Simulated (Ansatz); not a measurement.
# CuNiCO: the cost of one run

Method: reference: DFT r2SCAN, plane waves, PAW, scalar-relativistic, no spin polarisation, in Ansatz 0.2.0.

### 1 The system as given

Symmetry: P4/nmm, No. 129, tetragonal system. The conventional cell has a = 3.402 Å, b = 3.402 Å, c = 7.695 Å, α = 90.00°, β = 90.00°, γ = 90.00°. Around Cu (site symmetry -4m2) lie 4 C at 2.08 Å. C (site symmetry 4mm) has 4 Cu at 2.08 Å as nearest neighbours. Ni (site symmetry -4m2) is surrounded by 4 O at 1.79 Å. O (site symmetry 4mm) is surrounded by 4 Ni at 1.79 Å.

As a file:

```
Cu C Ni O
1.0
     3.40187    0.00000    0.00000
     0.00000    3.40187    0.00000
     0.00000    0.00000    7.69491
Cu C Ni O
2 2 2 2
Direct
  0.75000 0.25000 0.50000
  0.25000 0.75000 0.50000
  0.25000 0.25000 0.34420
  0.75000 0.75000 0.65580
  0.25000 0.75000 0.00000
  0.75000 0.25000 0.00000
  0.25000 0.25000 0.92560
  0.75000 0.75000 0.07440
```

### 2 The reference run

Input file input.yaml:

```yaml
crystal:
  lattice:
    - [3.40187107, 0.0, 0.0]
    - [0.0, 3.40187107, 0.0]
    - [0.0, 0.0, 7.69490968]
  atoms:
    - { symbol: Cu, position: [0.75, 0.25, 0.5] }
    - { symbol: Cu, position: [0.25, 0.75, 0.5] }
    - { symbol: C, position: [0.25, 0.25, 0.3442] }
    - { symbol: C, position: [0.75, 0.75, 0.6558] }
    - { symbol: Ni, position: [0.25, 0.75, 0.0] }
    - { symbol: Ni, position: [0.75, 0.25, 0.0] }
    - { symbol: O, position: [0.25, 0.25, 0.9256] }
    - { symbol: O, position: [0.75, 0.75, 0.0744] }
  symmetry: { tolerance: 0.0003 }
kpoints:
  mp_grid: { grid: [5, 5, 3], shift: [0, 0, 0] }
magnetization:
  spin_polarized: false
scf:
  occupations: { method: fermi_dirac }
hamiltonian:
  pseudopotentials: { kind: paw }
  xc: r2scan
basis:
  ecutwfc: 500
output:
  forces: true
  stress: true
  eigenvalues: true
  write_density: true
  write_potential: true
  elf: true
  volumetric_format: npy
```

The run is started by

```bash
> ansatz run input.yaml --threads 1 --pin off --max-ram 2560MiB --backend cpu --events-out ev --progress --plain --runs-dir out
```

Q: Estimate wall time and peak memory on 1 thread of Intel Xeon Platinum 8375C at 2.90GHz (Ice Lake), shared host.

About 9.7 s, with a peak of 0.62 GiB.
